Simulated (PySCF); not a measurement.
# C4H12Ge: NMR shieldings

What do calculations give for the NMR shieldings of C4H12Ge (`[CH3][Ge]([CH3])([CH3])[CH3]`)?

Computed with PySCF 2.14.0 and routines of our own; the level stands in each step. Atoms count from 0.

3 further runs of the same task are left out: 3 for a basis unfit for spin-orbit shieldings.

## (1) The system as given

17 atoms, charge 0, multiplicity 1; geometry from: GFN2-xTB.

## (2) Geometry optimisation at PBE0-D3(BJ)/def2-SVP

The job: settings as JSON, then the geometry in Å.

```
{"job": {"xc": "PBE0", "basis": "def2-SVP", "d3": "d3bj", "grid": 1, "maxiter": 30, "shake": 0.01, "kind": "geom"}, "charge": 0, "multiplicity": 1}
C     -0.452140    -1.024890    -1.649870
Ge    -0.007090    -0.005420    -0.003600
C     -0.041760     1.947900    -0.386990
C     -1.288380    -0.409650     1.422270
C      1.810780    -0.544380     0.593210
H     -1.466150    -0.716160    -2.006190
H     -0.456890    -2.072180    -1.473520
H      0.252060    -0.781780    -2.453690
H      0.238190     2.522320     0.529650
H     -1.008870     2.268760    -0.695290
H      0.682060     2.196960    -1.150050
H     -2.317510    -0.124910     1.126360
H     -1.356200    -1.463940     1.641910
H     -1.098830     0.129560     2.344810
H      1.846220    -1.612310     0.818650
H      2.554440    -0.306890    -0.152120
H      2.093560     0.008850     1.504630
```

On the command line:

```bash
$ OMP_NUM_THREADS=1 python heavy_run.py task.json out
```

This one command runs all jobs of the session in turn.

Log:

```text
step   0  E = -2235.84626761  max force = 0.037621
step   1  E = -2235.85042848  max force = 0.009019
step   2  E = -2235.85100553  max force = 0.002537
step   3  E = -2235.85119048  max force = 0.001350
step   4  E = -2235.85124797  max force = 0.001349
step   5  E = -2235.85129280  max force = 0.000726
step   6  E = -2235.85131714  max force = 0.000496
step   7  E = -2235.85134460  max force = 0.000898
step   8  E = -2235.85137398  max force = 0.001188
step   9  E = -2235.85139921  max force = 0.001031
step  10  E = -2235.85141139  max force = 0.000423
optimisation converged
```

Wall time 80 s (1 thread of Intel Xeon 6975P-C, shared host); peak memory 0.61 GiB.

Relaxation path:

```csv
step,energy from step 0 (eV),largest force component (eV/Å)
0,0.0000,1.9346
1,-0.1132,0.4638
2,-0.1289,0.1305
3,-0.1340,0.0694
4,-0.1355,0.0694
5,-0.1367,0.0373
6,-0.1374,0.0255
7,-0.1382,0.0462
8,-0.1390,0.0611
9,-0.1396,0.0530
10,-0.1400,0.0218
```

Distances of close pairs at the start and the end, largest changes first:

```csv
bond,before (Å),after (Å),change (Å)
C0–H6,1.062,1.101,+0.039
C2–H9,1.065,1.101,+0.036
Ge1–C2,1.991,1.957,-0.034
Ge1–C4,1.988,1.957,-0.031
C0–Ge1,1.987,1.957,-0.030
C3–H12,1.079,1.101,+0.022
C4–H15,1.079,1.101,+0.021
C2–H10,1.081,1.100,+0.020
```

The end geometry stands in the next job.

```csv
at the end point,value
point group (found at 0.08 Å tolerance),Td
"rotational constants (GHz, main isotopes)","2.881, 2.879, 2.877"
dipole moment (D),0.00
```

## (3) NMR shieldings: PBE0/x2c-SVPall-2c Ge:us-x2c-SVPall-2c, spin-free

The job: settings as JSON, then the geometry in Å.

```
{"job": {"xc": "PBE0", "basis": {"default": "x2c-SVPall-2c", "Ge": "us-x2c-SVPall-2c"}, "rel": "sf", "kind": "hnmr"}, "charge": 0, "multiplicity": 1}
C     -0.008053    -1.197615    -1.546050
Ge    -0.000642     0.001545     0.000652
C     -0.059256     1.859177    -0.611860
C     -1.565383    -0.368933     1.116407
C      1.628466    -0.290098     1.045033
H     -0.923082    -1.057615    -2.141772
H      0.033908    -2.250008    -1.226555
H      0.857358    -1.002756    -2.197676
H     -0.068874     2.550228     0.245017
H     -0.964767     2.045376    -1.209250
H      0.817162     2.096407    -1.233645
H     -2.495752    -0.227076     0.545815
H     -1.543013    -1.406885     1.482194
H     -1.591673     0.300845     1.989177
H      1.687144    -1.333320     1.390852
H      2.522297    -0.080092     0.438213
H      1.650988     0.366321     1.928041
```

Level: PBE0/x2c-SVPall-2c Ge:us-x2c-SVPall-2c GIAO NMR shielding, spin-free X2C, Gaussian nuclei, gas phase.

Log:

```text
spin-free SCF
coarse grid: 57800 points
cycle   1  E = -2257.6352640998  dE = -1.346e-01  |g| = 6.986e-01  |ddm| = 3.931e+00
cycle   2  E = -2257.6105238298  dE =  2.474e-02  |g| = 8.524e-01  |ddm| = 1.073e+00
cycle   3  E = -2257.7161049793  dE = -1.056e-01  |g| = 4.170e-02  |ddm| = 5.396e-01
cycle   4  E = -2257.7162558260  dE = -1.508e-04  |g| = 2.538e-02  |ddm| = 5.021e-02
cycle   5  E = -2257.7163701965  dE = -1.144e-04  |g| = 4.528e-04  |ddm| = 2.113e-02
cycle   6  E = -2257.7163702409  dE = -4.437e-08  |g| = 7.888e-05  |ddm| = 8.412e-04
final grid: 122336 points
cycle   7  E = -2257.7163444368  dE = -9.212e-08  |g| = 1.589e-04  |ddm| = 2.493e-03
cycle   8  E = -2257.7163444352  dE =  1.559e-09  |g| = 2.030e-04  |ddm| = 3.399e-04
cycle   9  E = -2257.7163444418  dE = -6.512e-09  |g| = 5.606e-06  |ddm| = 1.448e-04
converged SCF energy = -2257.7163444418
check of the scalar solution
cycle   1  E = -2257.7163444417  dE = -2.258e+03  |FDS-SDF| = 5.606e-06
cycle   2  E = -2257.7163444418  dE = -1.046e-11  |FDS-SDF| = 2.838e-06
converged, E = -2257.7163444418

Field gradients (au) and densities at the nuclei (bohr^-3)
atom        Vxx        Vyy        Vzz        centre      nuclear mean
  0 C      0.0232     0.0234    -0.0466        113.910        113.910
  1 Ge    -0.0008    -0.0018     0.0025      25974.959      25970.789
  2 C      0.0232     0.0234    -0.0466        113.910        113.910
  3 C      0.0233     0.0235    -0.0468        113.910        113.910
  4 C      0.0234     0.0234    -0.0468        113.910        113.910
  5 H     -0.1497    -0.1566     0.3062          0.363          0.363
  6 H     -0.1498    -0.1568     0.3066          0.363          0.363
  7 H     -0.1497    -0.1567     0.3064          0.363          0.363
  8 H     -0.1496    -0.1565     0.3061          0.363          0.363
  9 H     -0.1497    -0.1567     0.3064          0.363          0.363
 10 H     -0.1500    -0.1569     0.3069          0.363          0.363
 11 H     -0.1498    -0.1568     0.3066          0.363          0.363
 12 H     -0.1497    -0.1566     0.3063          0.363          0.363
 13 H     -0.1499    -0.1569     0.3068          0.363          0.363
 14 H     -0.1498    -0.1568     0.3066          0.363          0.363
 15 H     -0.1498    -0.1568     0.3066          0.363          0.363
 16 H     -0.1499    -0.1569     0.3068          0.363          0.363
without picture change
  1 Ge                           0.0026                     33848.974

Core orbital energies (eV)
atom   shell        mean    spread
  1 Ge 1s       -11002.640   0.000
  1 Ge 2s        -1390.594   0.000
  1 Ge 3s         -175.570   0.000
  1 Ge 4s          -18.055   0.000
  1 Ge 2p        -1214.075   0.000
  1 Ge 3p         -121.021   0.000
  1 Ge 3d          -31.822   0.076

Shielding tensors (ppm)
atom      isotropic    diamagn.    paramagn.     s11        s22        s33       span
  0 C       192.73      248.35      -55.62     188.49     188.71     200.99      12.50
  1 Ge     1354.67     2770.15    -1415.48    1354.35    1354.50    1355.14       0.79
  2 C       192.77      248.34      -55.57     188.53     188.78     201.00      12.47
  3 C       192.75      248.38      -55.63     188.50     188.77     200.98      12.47
  4 C       192.76      248.38      -55.62     188.52     188.81     200.97      12.45
  5 H        31.25       30.75        0.49      26.35      28.35      39.04      12.68
  6 H        31.24       30.75        0.49      26.36      28.34      39.04      12.68
  7 H        31.24       30.74        0.49      26.35      28.33      39.04      12.69
  8 H        31.24       30.74        0.50      26.35      28.35      39.03      12.69
  9 H        31.24       30.74        0.50      26.35      28.34      39.04      12.69
 10 H        31.25       30.74        0.50      26.36      28.33      39.05      12.70
 11 H        31.24       30.75        0.49      26.35      28.34      39.04      12.69
 12 H        31.24       30.76        0.48      26.35      28.36      39.02      12.67
 13 H        31.25       30.75        0.49      26.36      28.34      39.05      12.70
 14 H        31.25       30.76        0.49      26.35      28.35      39.05      12.69
 15 H        31.25       30.76        0.49      26.35      28.35      39.04      12.69
 16 H        31.24       30.75        0.49      26.35      28.33      39.04      12.68
```

It took 22 s on 1 thread of Intel Xeon 6975P-C, shared host; peak memory 1.1 GiB.

## (4) NMR shieldings: PBE0/x2c-SVPall-2c Ge:us-x2c-SVPall-2c in water, spin-free

The job, as its differences from that of step 3:

```diff
@@ -1,2 +1,2 @@
-{"job": {"xc": "PBE0", "basis": {"default": "x2c-SVPall-2c", "Ge": "us-x2c-SVPall-2c"}, "rel": "sf", "kind": "hnmr"}, "charge": 0, "multiplicity": 1}
+{"job": {"xc": "PBE0", "basis": {"default": "x2c-SVPall-2c", "Ge": "us-x2c-SVPall-2c"}, "rel": "sf", "solvent": "water", "kind": "hnmr"}, "charge": 0, "multiplicity": 1}
 C     -0.008053    -1.197615    -1.546050
```

Level: PBE0/x2c-SVPall-2c Ge:us-x2c-SVPall-2c GIAO NMR shielding, spin-free X2C, Gaussian nuclei, IEF-PCM water.

Log:

```text
spin-free SCF
coarse grid: 57800 points
cycle   1  E = -2257.6387235944  dE = -1.375e-01  |g| = 6.950e-01  |ddm| = 3.931e+00
cycle   2  E = -2257.6163398573  dE =  2.238e-02  |g| = 8.442e-01  |ddm| = 1.037e+00
cycle   3  E = -2257.7176244464  dE = -1.013e-01  |g| = 4.466e-02  |ddm| = 5.220e-01
cycle   4  E = -2257.7178188801  dE = -1.944e-04  |g| = 2.485e-02  |ddm| = 5.220e-02
cycle   5  E = -2257.7179282361  dE = -1.094e-04  |g| = 5.429e-04  |ddm| = 2.032e-02
cycle   6  E = -2257.7179283057  dE = -6.952e-08  |g| = 3.593e-04  |ddm| = 1.497e-03
final grid: 122336 points
cycle   7  E = -2257.7179025021  dE = -9.430e-08  |g| = 4.931e-04  |ddm| = 2.616e-03
cycle   8  E = -2257.7179024915  dE =  1.058e-08  |g| = 6.902e-04  |ddm| = 8.449e-04
cycle   9  E = -2257.7179025352  dE = -4.369e-08  |g| = 3.753e-05  |ddm| = 3.633e-04
cycle  10  E = -2257.7179025357  dE = -4.466e-10  |g| = 3.256e-06  |ddm| = 5.969e-05
converged SCF energy = -2257.7179025357
check of the scalar solution
cycle   1  E = -2257.7179025357  dE = -2.258e+03  |FDS-SDF| = 3.256e-06
cycle   2  E = -2257.7179025357  dE =  4.547e-13  |FDS-SDF| = 2.395e-06
converged, E = -2257.7179025357

Field gradients (au) and densities at the nuclei (bohr^-3)
atom        Vxx        Vyy        Vzz        centre      nuclear mean
  0 C      0.0221     0.0223    -0.0444        113.908        113.908
  1 Ge    -0.0008    -0.0018     0.0025      25974.952      25970.782
  2 C      0.0221     0.0222    -0.0443        113.908        113.908
  3 C      0.0221     0.0223    -0.0445        113.908        113.908
  4 C      0.0222     0.0223    -0.0445        113.908        113.908
  5 H     -0.1496    -0.1565     0.3061          0.363          0.363
  6 H     -0.1498    -0.1567     0.3065          0.363          0.363
  7 H     -0.1497    -0.1567     0.3064          0.363          0.363
  8 H     -0.1496    -0.1565     0.3060          0.362          0.362
  9 H     -0.1497    -0.1567     0.3064          0.363          0.363
 10 H     -0.1499    -0.1569     0.3068          0.363          0.363
 11 H     -0.1498    -0.1568     0.3066          0.363          0.363
 12 H     -0.1496    -0.1566     0.3062          0.363          0.363
 13 H     -0.1499    -0.1569     0.3068          0.363          0.363
 14 H     -0.1497    -0.1567     0.3065          0.363          0.363
 15 H     -0.1498    -0.1568     0.3065          0.363          0.363
 16 H     -0.1499    -0.1569     0.3067          0.363          0.363
without picture change
  1 Ge                           0.0026                     33848.964

Core orbital energies (eV)
atom   shell        mean    spread
  1 Ge 1s       -11002.551   0.000
  1 Ge 2s        -1390.504   0.000
  1 Ge 3s         -175.480   0.000
  1 Ge 4s          -17.958   0.000
  1 Ge 2p        -1213.986   0.000
  1 Ge 3p         -120.932   0.000
  1 Ge 3d          -31.732   0.076

Shielding tensors (ppm)
atom      isotropic    diamagn.    paramagn.     s11        s22        s33       span
  0 C       193.68      248.73      -55.05     189.38     189.59     202.08      12.70
  1 Ge     1354.34     2770.04    -1415.70    1354.04    1354.18    1354.79       0.75
  2 C       193.73      248.72      -55.00     189.42     189.67     202.09      12.68
  3 C       193.70      248.76      -55.06     189.38     189.65     202.07      12.68
  4 C       193.71      248.76      -55.05     189.40     189.68     202.06      12.66
  5 H        31.22       30.78        0.44      26.28      28.32      39.06      12.79
  6 H        31.22       30.78        0.44      26.28      28.31      39.06      12.78
  7 H        31.21       30.77        0.45      26.27      28.30      39.06      12.79
  8 H        31.21       30.76        0.45      26.27      28.32      39.06      12.79
  9 H        31.21       30.76        0.45      26.27      28.31      39.06      12.79
 10 H        31.22       30.76        0.45      26.28      28.30      39.08      12.80
 11 H        31.22       30.77        0.44      26.28      28.31      39.07      12.79
 12 H        31.22       30.78        0.43      26.27      28.33      39.05      12.77
 13 H        31.22       30.78        0.45      26.28      28.31      39.08      12.80
 14 H        31.22       30.78        0.44      26.27      28.32      39.07      12.79
 15 H        31.22       30.78        0.44      26.27      28.32      39.06      12.79
 16 H        31.22       30.77        0.45      26.28      28.31      39.06      12.79
```

Wall time 24 s (1 thread of Intel Xeon 6975P-C, shared host); peak memory 1.2 GiB.

## (5) NMR shieldings: PBE0/x2c-SVPall-2c Ge:us-x2c-SVPall-2c in dichloromethane, spin-free

The job, as its differences from that of step 4:

```diff
@@ -1,2 +1,2 @@
-{"job": {"xc": "PBE0", "basis": {"default": "x2c-SVPall-2c", "Ge": "us-x2c-SVPall-2c"}, "rel": "sf", "solvent": "water", "kind": "hnmr"}, "charge": 0, "multiplicity": 1}
+{"job": {"xc": "PBE0", "basis": {"default": "x2c-SVPall-2c", "Ge": "us-x2c-SVPall-2c"}, "rel": "sf", "solvent": "dichloromethane", "kind": "hnmr"}, "charge": 0, "multiplicity": 1}
 C     -0.008053    -1.197615    -1.546050
```

With the program's defaults for keys left out, this is: PBE0/x2c-SVPall-2c Ge:us-x2c-SVPall-2c GIAO NMR shielding, spin-free X2C, Gaussian nuclei, IEF-PCM dichloromethane.

Log:

```text
spin-free SCF
coarse grid: 57800 points
cycle   1  E = -2257.6381989886  dE = -1.371e-01  |g| = 6.955e-01  |ddm| = 3.931e+00
cycle   2  E = -2257.6154616177  dE =  2.274e-02  |g| = 8.455e-01  |ddm| = 1.042e+00
cycle   3  E = -2257.7173823639  dE = -1.019e-01  |g| = 4.424e-02  |ddm| = 5.246e-01
cycle   4  E = -2257.7175705701  dE = -1.882e-04  |g| = 2.494e-02  |ddm| = 5.191e-02
cycle   5  E = -2257.7176807883  dE = -1.102e-04  |g| = 5.030e-04  |ddm| = 2.044e-02
cycle   6  E = -2257.7176808459  dE = -5.763e-08  |g| = 3.296e-04  |ddm| = 1.384e-03
final grid: 122336 points
cycle   7  E = -2257.7176550442  dE = -9.340e-08  |g| = 4.568e-04  |ddm| = 2.598e-03
cycle   8  E = -2257.7176550348  dE =  9.491e-09  |g| = 6.398e-04  |ddm| = 7.947e-04
cycle   9  E = -2257.7176550733  dE = -3.851e-08  |g| = 3.488e-05  |ddm| = 3.423e-04
cycle  10  E = -2257.7176550736  dE = -3.811e-10  |g| = 3.367e-06  |ddm| = 5.571e-05
converged SCF energy = -2257.7176550736
check of the scalar solution
cycle   1  E = -2257.7176550736  dE = -2.258e+03  |FDS-SDF| = 3.367e-06
cycle   2  E = -2257.7176550737  dE = -1.455e-11  |FDS-SDF| = 2.482e-06
converged, E = -2257.7176550737

Field gradients (au) and densities at the nuclei (bohr^-3)
atom        Vxx        Vyy        Vzz        centre      nuclear mean
  0 C      0.0223     0.0225    -0.0448        113.909        113.909
  1 Ge    -0.0008    -0.0018     0.0026      25974.953      25970.783
  2 C      0.0222     0.0224    -0.0447        113.909        113.908
  3 C      0.0223     0.0225    -0.0448        113.908        113.908
  4 C      0.0224     0.0225    -0.0449        113.908        113.908
  5 H     -0.1496    -0.1565     0.3061          0.363          0.363
  6 H     -0.1498    -0.1567     0.3065          0.363          0.363
  7 H     -0.1497    -0.1567     0.3064          0.363          0.363
  8 H     -0.1496    -0.1565     0.3060          0.363          0.363
  9 H     -0.1497    -0.1567     0.3064          0.363          0.363
 10 H     -0.1499    -0.1569     0.3068          0.363          0.363
 11 H     -0.1498    -0.1568     0.3066          0.363          0.363
 12 H     -0.1496    -0.1566     0.3062          0.363          0.363
 13 H     -0.1499    -0.1569     0.3068          0.363          0.363
 14 H     -0.1498    -0.1567     0.3065          0.363          0.363
 15 H     -0.1498    -0.1568     0.3066          0.363          0.363
 16 H     -0.1499    -0.1569     0.3067          0.363          0.363
without picture change
  1 Ge                           0.0027                     33848.966

Core orbital energies (eV)
atom   shell        mean    spread
  1 Ge 1s       -11002.559   0.000
  1 Ge 2s        -1390.512   0.000
  1 Ge 3s         -175.488   0.000
  1 Ge 4s          -17.967   0.000
  1 Ge 2p        -1213.993   0.000
  1 Ge 3p         -120.939   0.000
  1 Ge 3d          -31.739   0.076

Shielding tensors (ppm)
atom      isotropic    diamagn.    paramagn.     s11        s22        s33       span
  0 C       193.53      248.67      -55.14     189.23     189.45     201.90      12.66
  1 Ge     1354.39     2770.06    -1415.67    1354.09    1354.23    1354.85       0.76
  2 C       193.57      248.66      -55.09     189.27     189.53     201.91      12.64
  3 C       193.54      248.69      -55.15     189.24     189.50     201.88      12.64
  4 C       193.56      248.70      -55.14     189.26     189.54     201.88      12.62
  5 H        31.22       30.77        0.45      26.29      28.33      39.06      12.77
  6 H        31.22       30.77        0.45      26.29      28.32      39.06      12.77
  7 H        31.22       30.76        0.45      26.28      28.31      39.06      12.78
  8 H        31.22       30.76        0.46      26.28      28.32      39.05      12.77
  9 H        31.22       30.76        0.46      26.28      28.32      39.06      12.78
 10 H        31.22       30.76        0.46      26.29      28.30      39.08      12.79
 11 H        31.22       30.77        0.45      26.29      28.31      39.06      12.77
 12 H        31.22       30.78        0.44      26.28      28.33      39.04      12.76
 13 H        31.23       30.77        0.45      26.29      28.31      39.07      12.78
 14 H        31.23       30.78        0.45      26.29      28.33      39.07      12.78
 15 H        31.22       30.77        0.45      26.29      28.32      39.06      12.77
 16 H        31.22       30.77        0.45      26.29      28.31      39.06      12.77
```

Wall time 30 s (1 thread of Intel Xeon 6975P-C, shared host); peak memory 1.2 GiB.

## (6) Shieldings side by side

```csv
run,C2,C0,C3,C4,Ge1,H14,H8,time
"step 3, PBE0/x2c-SVPall-2c Ge:us-x2c-SVPall-2c, spin-free",192.8,192.7,192.7,192.8,1354.7,31.2,31.2,22 s
"step 4, PBE0/x2c-SVPall-2c Ge:us-x2c-SVPall-2c in water, spin-free",193.7,193.7,193.7,193.7,1354.3,31.2,31.2,24 s
"step 5, PBE0/x2c-SVPall-2c Ge:us-x2c-SVPall-2c in dichloromethane, spin-free",193.6,193.5,193.5,193.6,1354.4,31.2,31.2,30 s
```

## (7) What came out

```
                                                                                 quantity                                                   value
                                                                              point group                                                      Td
                                                     rotational constants (main isotopes)                                    2.88, 2.88, 2.88 GHz
                   shieldings (step 3, PBE0/x2c-SVPall-2c Ge:us-x2c-SVPall-2c, spin-free)  C0 192.7, Ge1 1354.7, C2 192.8, C3 192.7, C4 192.8 ppm
          shieldings (step 4, PBE0/x2c-SVPall-2c Ge:us-x2c-SVPall-2c in water, spin-free)  C0 193.7, Ge1 1354.3, C2 193.7, C3 193.7, C4 193.7 ppm
shieldings (step 5, PBE0/x2c-SVPall-2c Ge:us-x2c-SVPall-2c in dichloromethane, spin-free)  C0 193.5, Ge1 1354.4, C2 193.6, C3 193.5, C4 193.6 ppm
```

Relaxing lowered the energy by 0.140 eV in 10 steps; the close pair that moved most is C0–H6, from 1.062 to 1.101 Å. C2 (with its equivalent atoms) moves most between the runs, by 1 ppm; the labels say what changes from run to run.
